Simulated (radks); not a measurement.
**The series with 50 electrons, Ce⁸⁺ to Os²⁶⁺**

The task here is to estimate one member of a computed series from the others.

Method: Dirac Kohn-Sham, PBE, spin-unpolarised, spherical densities, finite nucleus; open shells fill j = l - 1/2 first. Code: radks (a radial shooting solver on a logarithmic mesh, Libxc functionals) version 1.

## Starting point

| Item | Value |
| --- | --- |
| electrons | 50 |
| ions | Ce⁸⁺, Pr⁹⁺, Nd¹⁰⁺, Pm¹¹⁺, Sm¹²⁺, Eu¹³⁺, Gd¹⁴⁺, Tb¹⁵⁺, Dy¹⁶⁺, Ho¹⁷⁺, Er¹⁸⁺, Tm¹⁹⁺, Yb²⁰⁺, Lu²¹⁺, Hf²²⁺, Ta²³⁺, W²⁴⁺, Re²⁵⁺, Os²⁶⁺ |
| configuration | NIST ground configuration of each |

The first run:

The run's settings:

```text
Z 58
configuration [Kr] 4d10 5s2 5p2 6s0 4f0
relativity Dirac
functional pbe,pbe
spin unpolarised
j_filling energy
nucleus finite rms 4.8771 fm
c 137.035999084
```

Steps of the session up to this table: Ce⁸⁺, [Kr] 4d10 5s2 5p2.

One of the session's tables, all rows but one given; the rest of the session is left out.

It belongs to the step «Ce⁸⁺, [Kr] 4d10 5s2 5p2». From the orbitals of this run (lengths in bohr):

```
level     <r>  outermost maximum (interpolated)  90 % within  nodes
4d3/2  0.7242                             0.643         1.08      1
4d5/2  0.7330                             0.651         1.09      1
5s1/2       ?                                 ?            ?      ?
5p1/2   1.469                              1.38         2.08      3
5p3/2   1.517                              1.43         2.14      3
4f5/2  0.8802                             0.668         1.41      0
4f7/2  0.8846                             0.672         1.42      0
6s1/2   2.516                              2.52         3.48      5
```

Q: Estimate the row for 5s1/2 from the others.

**Answer.** <r>: 1.374; outermost maximum (interpolated): 1.30; 90 % within: 1.93; nodes: 4. In the column «<r>» it lies between 4f7/2 (0.8846) and 5p1/2 (1.469).
